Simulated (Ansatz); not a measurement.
# K3NaS2: the cost of one run

Computed with Ansatz 0.2.0 (DFT PBEsol, scalar-relativistic, plane waves, PAW, unless a step's input says otherwise).

## 1. The structure to begin with

It takes space group P-6m2 (No. 187, hexagonal). The conventional cell has a = 5.095 Å, b = 5.095 Å, c = 7.373 Å, α = 90.00°, β = 90.00°, γ = 120.00°. Around K (site symmetry 3m) lie 3 Na at 3.46 Å and 6 S at 3.46 to 3.48 Å and 5 K at 3.48 to 3.72 Å. Around K (site symmetry -6m2) lie 3 S at 2.94 Å. Na (site symmetry -6m2) is surrounded by 3 S at 2.94 Å. S (site symmetry -6m2) is surrounded by 3 Na at 2.94 Å and 6 K at 3.46 Å. S (site symmetry -6m2) is surrounded by 9 K at 2.94 to 3.48 Å.

Coordinates:

```
CELL_PARAMETERS angstrom
5.09454 0.00000 0.00000
-2.54727 4.41200 0.00000
0.00000 0.00000 7.37289
ATOMIC_POSITIONS crystal
K 0.66667 0.33333 0.74770
K 0.66667 0.33333 0.25230
K 0.33333 0.66667 0.00000
Na 0.00000 0.00000 0.50000
S 0.33333 0.66667 0.50000
S 0.00000 0.00000 0.00000
```

Source of the structure: the Materials Project (structure only).

## 2. Quick check of gap, pressure and forces

input.yaml reads:

```yaml
crystal:
  lattice:
    - [5.0945412452, 0.0, 0.0]
    - [-2.5472706226, 4.412002139, 0.0]
    - [0.0, 0.0, 7.372888]
  atoms:
    - { symbol: K, position: [0.66666667, 0.33333333, 0.747703] }
    - { symbol: K, position: [0.66666667, 0.33333333, 0.252297] }
    - { symbol: K, position: [0.33333333, 0.66666667, 0.0] }
    - { symbol: Na, position: [0.0, 0.0, 0.5] }
    - { symbol: S, position: [0.33333333, 0.66666667, 0.5] }
    - { symbol: S, position: [0.0, 0.0, 0.0] }
basis:
  ecutwfc: 420
kpoints:
  mp_grid: { grid: [6, 6, 4] }
hamiltonian:
  xc: pbesol
scf:
  occupations: { method: gaussian, width: 0.1 }
output:
  forces: true
  stress: true
  eigenvalues: true
```

On the command line:

```bash
$ ansatz run input.yaml --threads 4 --pin off --max-ram 5120MiB --backend cpu --events-out ev --progress --plain --runs-dir out
```

What time and memory should one allow on 4 threads of Arm Neoverse N1, shared host?

About 4.7 s, with a peak of 0.49 GiB.
